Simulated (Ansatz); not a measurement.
Consider a test of the smearing width of LaTe, space group Pm-3m (Ansatz 0.2.0, Python API).

`smear_late.py`:
```python
"""How the energy of LaTe depends on the smearing."""

import ansatz as az
from tabulate import tabulate

crystal = (
    az.Lattice.cubic(3.93609)
    .space_group(221)
    .atom("La", [0.0, 0.0, 0.0])
    .atom("Te", [0.5, 0.5, 0.5])
)

calculation = (
    crystal.calculation()
    .functional("lda")
    .pseudopotentials("paw")
    .kpoints(7)
)

rows = []
for value in [0.25, 0.15, 0.1, 0.05, 0.025]:
    rep = calculation.occupations("methfessel_paxton", width=value).run().report
    rows.append((value, rep["free_energy_ev"] / len(rep["lattice"]["sites"]), rep["n_iterations"], rep["n_kpoints"]))

print(tabulate(rows, headers=["width (eV)", "F/atom (eV)", "iterations", "k-points"], floatfmt=".4f", tablefmt="plain"))

# the last row is the reference
for row in rows[:-1]:
    shift = 1000 * (row[1] - rows[-1][1])
    print(f"{row[0]}: {shift:+.2f} meV/atom" + ("  (within 5 meV)" if abs(shift) < 5 else ""))
```

How much does the free energy per atom change between the narrowest and the widest smearing, and why?

Going from 0.025 to 0.25 eV changes F by -3.1 meV an atom. This scheme is built to cancel the term in the square of the width, but that needs a smooth density of states and a fine mesh, and here a sizeable shift remains.

The output:

`python smear_late.py` gives:
```text
DeckWarning: basis.ecutwfc = 420 eV, auto-derived from the records' recommended cutoffs: set by La (normal level)
  width (eV)    F/atom (eV)    iterations    k-points
      0.2500     -6453.1662             7          20
      0.1500     -6453.1641             7          20
      0.1000     -6453.1634             7          20
      0.0500     -6453.1630             7          20
      0.0250     -6453.1630             6          20
0.25: -3.13 meV/atom  (within 5 meV)
0.15: -1.11 meV/atom  (within 5 meV)
0.1: -0.36 meV/atom  (within 5 meV)
0.05: +0.04 meV/atom  (within 5 meV)
```
(Warnings from the package without file and line.)

What to keep in mind:
- The mesh is modest for a metal, so energies can be off by several to tens of meV an atom and pressures by half a GPa or more; differences at equal mesh fare better.
- The narrowest width needs the finest mesh, so the last row is no converged reference.
- This cell is a computed structure, which may not be the phase found in nature.
- Timing: 8.8 s on 1 thread of Arm Neoverse V1, with other jobs on the host, peak memory 0.38 GiB.
